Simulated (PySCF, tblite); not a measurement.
# C₆H₁₁ClOSi: geometry, infrared bands, NMR shifts and electronic excitations

Wanted: the infrared bands, NMR shifts and electronic excitations of C₆H₁₁ClOSi (`CCO[Si]1(Cl)CC=CC1`), by calculation.

Programs: tblite 0.8.0 and PySCF 2.14.0, with density-fitted response routines of our own. Each step states its level of theory. These are calculated values for one molecule in the gas phase, unless marked as measured. Atoms are numbered from 0 throughout.

**1. The starting structure**

20 atoms, charge 0, multiplicity 1; geometry from: force field or distance geometry start.

Bonds of the start (Å): C0–C1 1.54, C1–O2 1.42, O2–Si3 1.68, Si3–Cl4 2.03, Si3–C5 1.91, C5–C6 1.51, C6–C7 1.35, C7–C8 1.51, C8–Si3 1.91, C0–H9 1.10, C0–H10 1.09, C0–H11 1.10, C1–H12 1.09, C1–H13 1.09, C5–H14 1.09, C5–H15 1.09, C6–H16 1.08, C7–H17 1.09, C8–H18 1.09, C8–H19 1.10.

**2. Geometry optimisation with GFN2-xTB**

What the job is given:

```
{"job": {"kind": "relax", "xc": "GFN2-xTB", "basis": "xTB"}, "charge": 0, "multiplicity": 1}
C      3.385400    -0.508700     0.146000
C      2.121200     0.026900    -0.542800
O      1.147200     0.242000     0.469900
Si    -0.376500     0.770900     0.010600
Cl    -0.215300     2.627400    -0.792500
C     -1.364000    -0.411600    -1.124500
C     -2.627600    -0.711800    -0.358300
C     -2.783200    -0.159100     0.867000
C     -1.688300     0.728800     1.402600
H      3.739200     0.209200     0.894200
H      4.165400    -0.694600    -0.585800
H      3.157400    -1.440500     0.682400
H      1.770500    -0.714000    -1.255300
H      2.371500     0.957000    -1.054800
H     -1.596400     0.079700    -2.073200
H     -0.800800    -1.330600    -1.293700
H     -3.379100    -1.361400    -0.788400
H     -3.678900    -0.350800     1.460100
H     -1.277100     0.315200     2.327400
H     -2.075800     1.736800     1.606100
```

Run with:

```console
$ OMP_NUM_THREADS=1 python probes_run.py task.json out
```

This one command runs all jobs of the session in turn.

**Question.** This job is followed by: GFN2-xTB harmonic vibrations, gas phase; PBE0-D3(BJ)/def2-SVP geometry optimisation, gas phase; GIAO PBE0/pcSseg-1 NMR shielding, non-relativistic, gas phase; TDDFT CAM-B3LYP/def2-SVPD, vertical, gas phase, core orbitals frozen in the response; GIAO PBE/pcSseg-1 NMR shielding, non-relativistic, gas phase. Predict these results of the whole session: strongest single infrared mode (GFN2-xTB); zero-point energy (GFN2-xTB); point group; rotational constants (main isotopes); 13C shifts against TMS (PBE0/pcSseg-1, means over atoms taken as alike); 1H shifts against TMS (PBE0/pcSseg-1, means over atoms taken as alike); 17O shifts against H2O (PBE0/pcSseg-1); 29Si shifts against TMS (PBE0/pcSseg-1); 35Cl shifts against HCl (PBE0/pcSseg-1); lowest singlet (CAM-B3LYP/def2-SVPD); brightest single state of those computed; lowest triplet; vertical ionisation energy (ΔSCF); range of the shift of O2.

The runs gave:

```
                                                               quantity                             value
                              strongest single infrared mode (GFN2-xTB)             1135 cm⁻¹, 289 km/mol
                                           zero-point energy (GFN2-xTB)                     99.2 kcal/mol
                                                            point group                                C1
                                   rotational constants (main isotopes)              1.56, 0.83, 0.67 GHz
13C shifts against TMS (PBE0/pcSseg-1, means over atoms taken as alike)       139.3, 60.2, 20.6, 19.5 ppm
 1H shifts against TMS (PBE0/pcSseg-1, means over atoms taken as alike)  6.06, 3.78, 1.61, 1.44, 1.31 ppm
                                 17O shifts against H2O (PBE0/pcSseg-1)                          80.8 ppm
                                29Si shifts against TMS (PBE0/pcSseg-1)                          39.6 ppm
                                35Cl shifts against HCl (PBE0/pcSseg-1)                            37 ppm
                                   lowest singlet (CAM-B3LYP/def2-SVPD)       6.90 eV (180 nm), f = 0.007
                               brightest single state of those computed       state 2, 7.15 eV, f = 0.196
                                                         lowest triplet                           4.29 eV
                                      vertical ionisation energy (ΔSCF)                           9.36 eV
                                               range of the shift of O2                  80.8 to 98.7 ppm
```

What this shows: Relaxing lowered the energy by 0.217 eV in 87 steps; the close pair that moved most is O2–Si3, from 1.677 to 1.619 Å (GFN2-xTB). No mode is imaginary among the 54: a minimum at this level. The strongest single mode, at 1135 cm⁻¹, moves mainly O2 and C1. Unscaled tight-binding wavenumbers are off by several per cent, some by more. Its intensities can rank the bands wrongly. Over 8 steps the energy fell by 0.395 eV; of the close pairs, O2–Si3 changed most, 1.573 to 1.653 Å (PBE0/def2-SVP). The most deshielded carbon is C6, C7 (mean) (alkene CH), at 139.3 ppm: an sp2 carbon of a C=C bond. H16, H17 (mean) (hydrogen on an alkene CH) lies farthest downfield among hydrogen, at 6.06 ppm; olefinic region. The lowest singlet, at 6.90 eV, is HOMO→LUMO+2 0.68, HOMO→LUMO 0.28 and is weak; of the 10 states computed, the strongest absorption comes from state 2 at 7.15 eV. The lowest triplet lies 2.61 eV below the lowest singlet (triplets in Tamm-Dancoff, singlets in full TDDFT). ΔSCF puts the ionisation energy at 9.36 eV, 0.75 eV above −ε(HOMO). In ppm, O2 moves most: its shift spreads over 17.9 ppm, from 80.8 (PBE0/pcSseg-1) to 98.7 (PBE/pcSseg-1).
